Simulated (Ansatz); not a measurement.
This script for Ansatz's Python interface starts 4 runs on TaWC2, space group R-3m. What input does the engine get in each?

`drho.py`:
```python
import warnings

import ansatz
import numpy as np

VECTORS = np.array([
    [1.571855, 0.907511, 5.10162],
    [-1.571855, 0.907511, 5.10162],
    [0.0, -1.815022, 5.10162],
])
SITES = [
    ("Ta", (0.5, 0.5, 0.5)),
    ("W", (0.0, 0.0, 0.0)),
    ("C", (0.749067, 0.749067, 0.749067)),
    ("C", (0.250933, 0.250933, 0.250933)),
]


def on_lattice(cell):
    crystal = ansatz.Crystal(lattice=ansatz.Lattice.of(cell))
    for symbol, position in SITES:
        crystal = crystal.atom(symbol, position)
    return crystal

warnings.simplefilter("ignore", ansatz.DeckWarning)

def solve(crystal):
    return (
        crystal.calculation()
        .functional(ansatz.Functional.LDA)
        .occupations(ansatz.OccupationsMethod.GAUSSIAN, width=0.02)
        .mixing("broyden", ndim=12, beta=0.2)
        .scf(tolerance=1e-07, extra_bands=16)
        .basis(460, grid_basis="typed")
        .kpoints(9, 9, 9)
        .density()
        .run(threads=1)
    )


whole = solve(on_lattice(VECTORS))
difference = whole.density().channels[0].density_e_per_ang3.copy()
binding = whole.report["free_energy_ev"]
for element in ["Ta", "W", "C"]:
    part = ansatz.Crystal(lattice=ansatz.Lattice.of(VECTORS))
    for symbol, position in SITES:
        if symbol == element:
            part = part.atom(symbol, position)
    alone = solve(part)
    difference -= alone.density().channels[0].density_e_per_ang3
    binding -= alone.report["free_energy_ev"]
    print(f"{element} sublattice: {alone.report['n_electrons']:g} electrons, {alone.report['n_iterations']} iterations")

voxel = abs(np.linalg.det(VECTORS)) / difference.size
print(f"energy of the crystal less its unpolarised sublattices: {binding / len(SITES):.4f} eV/atom")
print(f"net charge of the difference {difference.sum() * voxel:.5f} e, charge rearranged {0.5 * np.abs(difference).sum() * voxel:.3f} e")
print(f"extremes {difference.min():.4f} and {difference.max():.4f} e/A^3")
for (symbol, position) in SITES:
    index = tuple(int(round(p * n)) % n for p, n in zip(position, difference.shape))
    print(f"  change of the pseudo-density at the grid point nearest {symbol}: {difference[index]:+.4f} e/A^3")
```

Run 1:
```yaml
crystal:
  lattice:
    - [1.571855, 0.907511, 5.10162]
    - [-1.571855, 0.907511, 5.10162]
    - [0.0, -1.815022, 5.10162]
  atoms:
    - { symbol: Ta, position: [0.5, 0.5, 0.5] }
    - { symbol: W, position: [0.0, 0.0, 0.0] }
    - { symbol: C, position: [0.749067, 0.749067, 0.749067] }
    - { symbol: C, position: [0.250933, 0.250933, 0.250933] }
basis:
  ecutwfc: 460.0
  fft_grid_basis: typed
kpoints:
  mp_grid:
    grid: [9, 9, 9]
hamiltonian:
  xc: lda
scf:
  n_extra_bands: 16
  convergence:
    dr2_threshold: 1.0e-07
  mixing:
    algorithm: broyden
    beta: 0.2
    ndim: 12
  occupations:
    method: gaussian
    width: 0.02
output:
  write_density: true
```

Run 2, against run 1:
```diff
-    - { symbol: W, position: [0.0, 0.0, 0.0] }
-    - { symbol: C, position: [0.749067, 0.749067, 0.749067] }
-    - { symbol: C, position: [0.250933, 0.250933, 0.250933] }
```

Run 3, against run 1:
```diff
-    - { symbol: Ta, position: [0.5, 0.5, 0.5] }
-    - { symbol: C, position: [0.749067, 0.749067, 0.749067] }
-    - { symbol: C, position: [0.250933, 0.250933, 0.250933] }
```

Run 4, against run 1:
```diff
-    - { symbol: Ta, position: [0.5, 0.5, 0.5] }
-    - { symbol: W, position: [0.0, 0.0, 0.0] }
```

```console
$ python drho.py
Ta sublattice: 13 electrons, 10 iterations
W sublattice: 14 electrons, 10 iterations
C sublattice: 8 electrons, 8 iterations
energy of the crystal less its unpolarised sublattices: -6.1572 eV/atom
net charge of the difference 0.00000 e, charge rearranged 1.088 e
extremes -0.1153 and 0.3241 e/A^3
  change of the pseudo-density at the grid point nearest Ta: -0.0596 e/A^3
  change of the pseudo-density at the grid point nearest W: -0.0927 e/A^3
  change of the pseudo-density at the grid point nearest C: +0.3241 e/A^3
  change of the pseudo-density at the grid point nearest C: +0.3241 e/A^3
```

The settings weren't tested for convergence. Spin is left out of this run. For a metal this k-point mesh is coarse: on a finer one energies can move by several to tens of meV an atom and pressures by half a GPa or more, differences at one mesh by less. Spin-orbit coupling, which matters for elements this heavy, is left out. The fields are valence quantities on the plane-wave grid; their values near the nuclei depend on the potentials. The structure comes from a database of computed cells and needn't be a stable or known phase. Charge moved counts every rearrangement, bonding and polarisation too, and is no transfer between atoms; the bare sublattices are artificial references. Values near the nuclei depend on the potentials. The whole script took 12 s on 1 thread of Arm Neoverse V2, with other jobs on the host, peak memory 0.46 GiB.
